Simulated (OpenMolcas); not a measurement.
# InH3Se (SMILES [SeH][InH2]) at MP2/def2-TZVPP (core potential)

Aim: the energy difference between two shapes of InH3Se at MP2/def2-TZVPP (core potential), from 2 runs. 

Program for the calculation: OpenMolcas 26.06.

3 further runs of the same task are left out: 1 that didn't finish, 2 set aside as unsound or not needed.

## 1. The structure to begin with

InH3Se: 5 atoms, total charge 0, spin state singlet. As SMILES, `[SeH][InH2]`. Geometry: a GFN2-xTB relaxation, a rough one for these elements and not checked as a minimum.

Bond lengths: Se1–In2 2.500 Å, Se1–H3 1.444 Å, In2–H4 1.724 Å, In2–H5 1.725 Å. Angles: Se1–In2–H4 123.8°, Se1–In2–H5 119.9°, In2–Se1–H3 90.5°, H4–In2–H5 116.3°.

## 2. A single-point energy at MP2/def2-TZVPP (core potential)

job.inp

```
* H3InSe MP2
&GATEWAY
Coord
5
angstrom
Se       0.765470      -1.642170       0.521550
In      -0.492680       0.313010      -0.398200
H        1.597700      -0.756580       1.300570
H       -1.811990       0.171840      -1.499060
H       -0.058490       1.913890       0.075150
Basis = def2-TZVPP
Group = NoSym
&SEWARD
&SCF
PrOrbitals = 1 1
&MBPT2
Frozen = 13
```

On the command line:

```bash
$ export MOLCAS_MEM=1860
$ pymolcas job.inp > job.log
```

The log of the run:

```text
--- Start Module: gateway ---
[...]
--- Stop Module: gateway /rc=_RC_ALL_IS_WELL_ ---
[...]
      Basis functions          140
[...]
--- Start Module: scf ---
[...]
       Convergence after  11 Iterations
[...]
::    Total SCF energy                              -2590.8180218656
[...]
      Total spin, S                                     0.0000000000
[...]
      Total electronic charge=   58.000000
      Total            charge=   -0.000000
[...]
      Dipole Moment (debye):
      Origin of the operator (angstrom)=    0.0217   -0.4748   -0.0212
                   X= -2.0815E-01               Y=  1.0014E+00               Z= -1.1719E-01           Total=  1.0295E+00
      Quadrupole Moment (debye*angstrom):
[...]
--- Stop Module: scf /rc=_RC_ALL_IS_WELL_ ---
[...]
--- Start Module: mbpt2 ---
[...]
WARNING!
Default frozen orbitals as non valence orbitals is overwritten by user input.
Default values:  14
[...]
       Reference weight ( Cref**2 )         =        0.85507
::    Total MBPT2 energy                            -2591.3862799293
[...]
      Total MBPT2 calculations                           1.60      1.72
--- Stop Module: mbpt2 /rc=_RC_ALL_IS_WELL_ ---
[...]
```

Wall time 29 s (1 thread of Arm Neoverse V1, shared host); peak memory 1.1 GiB.

## 3. The distorted shape, same level

job.input

```
* H3InSe MP2

&GATEWAY
  COORD
  5
  angstrom
  Se       0.759451      -1.660208       0.509265
  In      -0.520918       0.298835      -0.422663
  H        1.578109      -0.772090       1.270675
  H       -1.835644       0.160669      -1.505572
  H       -0.076084       1.941288       0.080082
  BASIS
  def2-TZVPP
  GROUP
  NoSym

&SEWARD

&SCF
  PRORBITALS
  1 1

&MBPT2
  FROZEN
  13
```

On the command line:

```bash
$ export MOLCAS_MEM=1860
$ pymolcas job.input > job.log
```

The log of the run:

```text
--- Start Module: gateway ---
[...]
--- Stop Module: gateway /rc=_RC_ALL_IS_WELL_ ---
[...]
      Basis functions          140
[...]
--- Start Module: scf ---
[...]
       Convergence after  11 Iterations
[...]
::    Total SCF energy                              -2590.8173618638
[...]
      Total spin, S                                     0.0000000000
[...]
      Total electronic charge=   58.000000
      Total            charge=   -0.000000
[...]
      Dipole Moment (debye):
      Origin of the operator (angstrom)=    0.0025   -0.4903   -0.0406
                   X= -3.0185E-01               Y=  9.3269E-01               Z= -2.3542E-01           Total=  1.0082E+00
      Quadrupole Moment (debye*angstrom):
[...]
--- Stop Module: scf /rc=_RC_ALL_IS_WELL_ ---
[...]
--- Start Module: mbpt2 ---
[...]
WARNING!
Default frozen orbitals as non valence orbitals is overwritten by user input.
Default values:  14
[...]
       Reference weight ( Cref**2 )         =        0.85502
::    Total MBPT2 energy                            -2591.3847882186
[...]
      Total MBPT2 calculations                           1.49      1.73
--- Stop Module: mbpt2 /rc=_RC_ALL_IS_WELL_ ---
[...]
```

Wall time 29 s (1 thread of Arm Neoverse V1, shared host); peak memory 1.1 GiB.

## 4. Results

At MP2/def2-TZVPP (core potential), 13 core orbitals frozen:

| quantity | value |
| --- | --- |
| first shape: total energy | -2591.38628 Eh |
| first shape: dipole moment (mean-field density) | 1.03 D |
| first shape: HOMO energy (Hartree–Fock orbitals) | -9.67 eV |
| first shape: LUMO energy (Hartree–Fock orbitals) | 0.66 eV |
| first shape: HOMO–LUMO gap (Hartree–Fock orbitals) | 10.33 eV |
| first shape: correlation energy (13 core orbitals frozen) | -568.3 mEh |
| distorted shape: total energy | -2591.38479 Eh |
| distorted shape: dipole moment (mean-field density) | 1.01 D |
| distorted shape: HOMO energy (Hartree–Fock orbitals) | -9.65 eV |
| distorted shape: LUMO energy (Hartree–Fock orbitals) | 0.63 eV |
| distorted shape: HOMO–LUMO gap (Hartree–Fock orbitals) | 10.28 eV |
| distorted shape: correlation energy (13 core orbitals frozen) | -567.4 mEh |
| energy change with the atoms displaced | 0.041 eV |

In words: With the atoms displaced the energy rises by 0.04 eV (0.9 kcal/mol). The first shape isn't relaxed at this level, so the change isn't measured from a minimum. Mulliken charges (first shape) of the mean-field density run from -0.38 on Se1 to +0.70 on In2.
